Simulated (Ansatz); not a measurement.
# Fe: equation of state

An exercise on one series of results from a longer session: the logs are not shown, and one member is left open.

Method: DFT LDA, scalar-relativistic, in Ansatz 0.2.0.

**The structure to begin with**

It takes space group Fmmm (No. 69, orthorhombic). Conventional cell: a = 2.997 Å, b = 3.883 Å, c = 3.930 Å, α = 90.00°, β = 90.00°, γ = 90.00°. Fe (site symmetry mmm) is surrounded by 12 Fe at 2.45 to 2.76 Å.

Coordinates:

```
Fe
1.0
     0.00000    1.94174    1.96511
     1.49844    0.00000    1.96511
     1.49844    1.94174    0.00000
Fe
1
Direct
  0.00000 0.00000 0.00000
```

The cell is one relaxed in the Materials Project, used as it stands.

The first run:

Contents of input.yaml:

```yaml
crystal:
  lattice:
    - [0.0, 1.9024384199, 1.9253309689]
    - [1.4681109357, 0.0, 1.9253309689]
    - [1.4681109357, 1.9024384199, 0.0]
  atoms:
    - { symbol: Fe, position: [0.0, 0.0, 0.0], spin: 3.0 }
magnetization:
  spin_polarized: true
kpoints:
  mp_grid: { grid: [16, 16, 16] }
scf:
  occupations: { method: fermi_dirac, width: 0.05 }
hamiltonian:
  xc: lda
  pseudopotentials: { kind: all_electron, lapw: { basis_error: 0.0005 } }
output:
  forces: true
  stress: true
  eigenvalues: true
```

Run with:

```sh
$ ansatz run input.yaml --threads 1 --pin off --max-ram 3072MiB --backend cpu --events-out ev --progress --plain --runs-dir out
```

Among the steps run: Volume × 0.9405, LAPW; Volume × 0.9405, PAW; Volume × 0.9405, crystal datasets; Volume × 0.98, LAPW; Volume × 1.02, LAPW; Volume × 1.02, PAW; Volume × 1.06, LAPW; Volume × 1.06, PAW; Volume × 1.06, crystal datasets.

One of the session's tables, all rows but one given; the rest of the session is left out.

It belongs to the step «Fits». 

| method | volume (Å³/atom) | pressure (GPa) | moment Fe (μB) |
| --- | --- | --- | --- |
| LAPW | 10.755 | -7.65 | 2.05 |
| LAPW | 11.207 | -14.96 | 2.16 |
| LAPW | 11.435 | -18.06 | 2.20 |
| LAPW | 11.664 | -20.86 | 2.24 |
| LAPW | 12.121 | -25.38 | 2.32 |
| PAW | 10.755 | -7.49 | 2.03 |
| PAW | 11.435 | -17.94 | 2.19 |
| PAW | 11.664 | -20.75 | 2.23 |
| PAW | 12.121 | ? | ? |
| crystal datasets | 10.755 | -7.65 | 2.03 |
| crystal datasets | 11.435 | -18.06 | 2.19 |
| crystal datasets | 12.121 | -25.39 | 2.31 |

Estimate the missing values for PAW, 12.121.

**Answer.** pressure (GPa): -25.28; moment Fe (μB): 2.31. In the column «pressure (GPa)» it lies between LAPW, 12.121 (-25.38) and LAPW, 11.664 (-20.86).

Caveats from the session: Other magnetic orders may lie lower; this is the state that the run reached. Warnings in the runs' records: printed levels off, crystal datasets made, band levels unverified.
